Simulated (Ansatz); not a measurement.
**C₂H₈O₂Si₂: up Jacob's ladder to CCSD(T)**

An exercise on one series of results from a longer session: the logs are not shown, and one member is left open.

Program: Ansatz 0.2.0, Gaussian basis. Level of theory: functionals in def2-TZVPP, the program's frozen cores in correlated methods. These are calculated values, not measurements.

The runs, in order: PBE-D4, r2SCAN-D4, PBE0-D4, B3LYP-D4, ωB97X-V, ωB97M-V, B2PLYP; CCSD(T)/def2-TZVPP; MP2/def2-QZVPP; extrapolation to the limit.

## The geometry

An earlier PBE0-D4 in a triple-zeta def2 set relaxation fixed the geometry.

SMILES `C=C[SiH2][SiH](O)O`, 14 atoms, charge 0, spin multiplicity 1.

Atoms are counted from 1 here; the program's logs count them from 0.

Bond lengths: C1–C2 1.331 Å, C1–H7 1.087 Å, C1–H8 1.086 Å, C2–Si3 1.866 Å, C2–H9 1.090 Å, Si3–Si4 2.341 Å, Si3–H10 1.491 Å, Si3–H11 1.492 Å, Si4–O5 1.647 Å, Si4–O6 1.651 Å, Si4–H12 1.497 Å, O5–H13 0.959 Å, O6–H14 0.958 Å. Angles: C2–C1–H7 121.7°, C2–C1–H8 121.9°, H7–C1–H8 116.3°, C1–C2–Si3 124.3°, C1–C2–H9 118.0°, Si3–C2–H9 117.7°, C2–Si3–Si4 112.6°, C2–Si3–H10 110.7°, C2–Si3–H11 109.3°, Si4–Si3–H10 110.0°, Si4–Si3–H11 107.4°, H10–Si3–H11 106.6°, Si3–Si4–O5 106.4°, Si3–Si4–O6 109.6°, Si3–Si4–H12 113.2°, O5–Si4–O6 111.2°, O5–Si4–H12 109.7°, O6–Si4–H12 106.8° and more.

As a file:

```xyz
14
C2H8O2Si2
C     1.73886    0.66261    1.44267
C     0.84702    1.55988    1.03038
Si   -0.68851    1.14551    0.05483
Si   -0.56433   -0.95792   -0.96423
O    -0.08512   -2.01302    0.20642
O    -2.04389   -1.36898   -1.56977
H     2.61448    0.95041    2.01850
H     1.62714   -0.39722    1.23271
H     1.01873    2.60537    1.28502
H    -1.90018    1.22209    0.92024
H    -0.87265    2.15675   -1.02721
H     0.39837   -1.00236   -2.10915
H    -0.00635   -2.93965   -0.02835
H    -2.08359   -1.62348   -2.49205
```

The first run:

The input, in.yaml:

```yaml
crystal:
  periodic: [false, false, false]
  atoms:
    - {symbol: C, position_ang: [1.738857, 0.662615, 1.442673]}
    - {symbol: C, position_ang: [0.847016, 1.559878, 1.030375]}
    - {symbol: Si, position_ang: [-0.688505, 1.145509, 0.054833]}
    - {symbol: Si, position_ang: [-0.564327, -0.957918, -0.964232]}
    - {symbol: O, position_ang: [-0.085124, -2.013018, 0.206420]}
    - {symbol: O, position_ang: [-2.043887, -1.368980, -1.569773]}
    - {symbol: H, position_ang: [2.614476, 0.950412, 2.018501]}
    - {symbol: H, position_ang: [1.627144, -0.397218, 1.232708]}
    - {symbol: H, position_ang: [1.018732, 2.605369, 1.285018]}
    - {symbol: H, position_ang: [-1.900181, 1.222087, 0.920235]}
    - {symbol: H, position_ang: [-0.872645, 2.156755, -1.027214]}
    - {symbol: H, position_ang: [0.398375, -1.002356, -2.109150]}
    - {symbol: H, position_ang: [-0.006346, -2.939645, -0.028350]}
    - {symbol: H, position_ang: [-2.083586, -1.623479, -2.492045]}
basis:
  gaussian: {orbitals: def2-TZVPP}
hamiltonian: {xc: pbe, dispersion: d4}
output: {forces: true, orbitals: {seedname: orbitals}}
```

The run is started by

```bash
$ ansatz run in.yaml --threads 2 --pin off --events-out ev --progress --plain --max-ram 22528MiB --backend cuda --devices 0, --max-vram 18GiB
```

Among the steps run: PBE-D4 (GGA); r2SCAN-D4 (meta-GGA); PBE0-D4 (hybrid); B3LYP-D4 (hybrid); ωB97X-V (range-separated); ωB97M-V (range-separated); B2PLYP (double hybrid); CCSD(T) in def2-TZVPP; MP2 in def2-QZVPP.

One of the session's tables, all rows but one given; the rest of the session is left out.

| method | atomisation energy (kcal/mol) |
| --- | --- |
| PBE-D4 | 1275.9 |
| r2SCAN-D4 | 1263.1 |
| PBE0-D4 | ? |
| B3LYP-D4 | 1259.6 |
| ωB97X-V | 1265.3 |
| ωB97M-V | 1264.0 |
| B2PLYP | 1246.8 |
| HF/def2-TZVPP | 923.6 |
| MP2/def2-TZVPP | 1249.3 |
| CCSD/def2-TZVPP | 1212.7 |
| CCSD(T)/def2-TZVPP | 1230.5 |
| MP2/CBS | 1284.6 |
| CCSD(T)/CBS | 1265.8 |

Q: Estimate the row for PBE0-D4 from the others.

**Answer.** atomisation energy (kcal/mol): 1255.1. In the column «atomisation energy (kcal/mol)» it lies between MP2/def2-TZVPP (1249.3) and B3LYP-D4 (1259.6).

To keep in mind: Free atoms (2 C, 2 Si, 2 O, 8 H) were run apart at each level; the atomisation energy is their sum less the molecule, without zero-point or spin-orbit terms.
